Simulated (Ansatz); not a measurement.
# CuSnF6: the cost of one run

Program: Ansatz 0.2.0. Level of theory: DFT LDA+U (U_eff = 1 eV on Cu d), plane waves, PAW. These are calculated values, not measurements.

### 1 The structure to begin with

Symmetry: R-3, No. 148, trigonal system. Conventional cell: a = 5.130 Å, b = 5.130 Å, c = 13.820 Å, α = 90.00°, β = 90.00°, γ = 120.00°. Around Cu (site symmetry -3) lie 6 F at 2.33 Å. Sn (site symmetry -3) is surrounded by 6 F at 1.96 Å. F (site symmetry 1) has 1 Sn at 1.96 Å and 1 Cu at 2.33 Å as nearest neighbours.

Coordinates:

```xyz
8
Lattice="2.5650 1.4809 4.6067 -2.5650 1.4809 4.6067 0.0000 -2.9618 4.6067" Properties=species:S:1:pos:R:3 pbc="T T T"
Cu    0.0000    0.0000    6.9100
Sn    0.0000    0.0000    0.0000
F    -0.9952    1.7652    5.7537
F    -1.0311   -1.7445    5.7537
F     2.0264   -0.0207    5.7537
F     0.9952   -1.7652    8.0663
F     1.0311    1.7445    8.0663
F    -2.0264    0.0207    8.0663
```

Magnetic order typed: ferromagnetic.

An earlier series on this cell reached its lowest free state from «natural orbitals of the symmetric run, filled by rank», perhaps among other starts.

### 2 Random orbitals: single harmonics, second filling

Input file input.yaml:

```yaml
crystal:
  lattice:
    - [2.56500002, 1.48090345, 4.60667016]
    - [-2.56500002, 1.48090345, 4.60667016]
    - [0.0, -2.9618069, 4.60667016]
  atoms:
    - { symbol: Cu, position: [0.5, 0.5, 0.5], spin: 1.0 }
    - { symbol: Sn, position: [0.0, 0.0, 0.0] }
    - { symbol: F, position: [0.421, 0.809, 0.019] }
    - { symbol: F, position: [0.019, 0.421, 0.809] }
    - { symbol: F, position: [0.809, 0.019, 0.421] }
    - { symbol: F, position: [0.579, 0.191, 0.981] }
    - { symbol: F, position: [0.981, 0.579, 0.191] }
    - { symbol: F, position: [0.191, 0.981, 0.579] }
basis:
  ecutwfc: 420
  ecutrho_ratio: 4
kpoints:
  mp_grid: { grid: [5, 5, 5] }
hamiltonian:
  xc: lda
  hubbard:
    sites:
      - { site: 0, l: d, u_eff: 1.0, starting_ns: [{ spin: up, occupation_matrix: s0up }, { spin: down, occupation_matrix: s0down }] }
    occupation_matrices:
      s0up:
        matrix:
          - [0.97, 0.0, 0.0, 0.0, 0.0]
          - [0.0, 0.97, 0.0, 0.0, 0.0]
          - [0.0, 0.0, 0.97, 0.0, 0.0]
          - [0.0, 0.0, 0.0, 0.97, 0.0]
          - [0.0, 0.0, 0.0, 0.0, 0.97]
      s0down:
        matrix:
          - [0.97, 0.0, 0.0, 0.0, 0.0]
          - [0.0, 0.02, 0.0, 0.0, 0.0]
          - [0.0, 0.0, 0.97, 0.0, 0.0]
          - [0.0, 0.0, 0.0, 0.97, 0.0]
          - [0.0, 0.0, 0.0, 0.0, 0.97]
    ns_hold: { iters: 5 }
scf:
  occupations: { method: gaussian, width: 0.05 }
  lower_state_search: "off"
  max_iter: 150
output:
  forces: true
  stress: true
  eigenvalues: true
  populations: true
  hubbard: { sites: [{ site: 0, l: d }] }
magnetization:
  spin_polarized: true
```

The typed matrices put 0.97 on the chosen orbitals and 0.02 on the others, and are held for 5 cycles.

Command:

```
ansatz run input.yaml --threads 4 --pin off --max-ram 6144MiB --backend cpu --events-out ev --progress --plain --runs-dir out
```

Q: Estimate wall time and peak memory on 4 threads of Arm Neoverse V1, shared host.

About 26 s, with a peak of 0.89 GiB.
